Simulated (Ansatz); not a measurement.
InRh:

```
In Rh
1.0
     3.19600    0.00000    0.00000
     0.00000    3.19600    0.00000
     0.00000    0.00000    3.19600
In Rh
1 1
Direct
  0.50000 0.50000 0.50000
  0.00000 0.00000 0.00000
```

- Program: Ansatz 0.2.0
- Task: relaxation of cell and atoms
- Functional: PBE
- Potentials or basis: Ansatz PAW
- Cutoff: 420 eV (not typed: the program's choice for these potentials)
- k mesh: 8 × 8 × 8
- Occupations: fermi-dirac, width 0.05 eV
- Spin: no spin polarisation

At the start: volume 16.32 Å³/atom.

**Question.** Where does the relaxation end?

**Answer.** It ends after 6 steps and the volume is 16.96 Å³/atom (+3.9 %); space group Pm-3m (No. 221, to 0.05 Å).

Step by step:
| step | energy change (eV) | largest force (eV/Å) | volume (Å³) |
| --- | --- | --- | --- |
| 1 | 0.0000 | 0.0000 | 32.65 |
| 2 | -0.0230 | 0.0000 | 34.06 |
| 3 | -0.0233 | 0.0000 | 33.93 |
| 4 | -0.0241 | 0.0000 | 33.93 |
| 5 | -0.0241 | 0.0000 | 33.91 |
| 6 | -0.0241 | 0.0000 | 33.91 |

Final structure:
```cif
data_structure
_symmetry_space_group_name_H-M 'P 1'
_symmetry_Int_Tables_number 1
_cell_length_a 3.2368
_cell_length_b 3.2368
_cell_length_c 3.2368
_cell_angle_alpha 90.000
_cell_angle_beta 90.000
_cell_angle_gamma 90.000
_cell_volume 33.91
loop_
_atom_site_label
_atom_site_type_symbol
_atom_site_fract_x
_atom_site_fract_y
_atom_site_fract_z
_atom_site_occupancy
In1 In 0.50000 0.50000 0.50000 1
Rh1 Rh 0.00000 0.00000 0.00000 1
```

Caveat: the plane-wave basis is chosen anew once the cell has moved, so the energies of steps on either side of that aren't comparable.
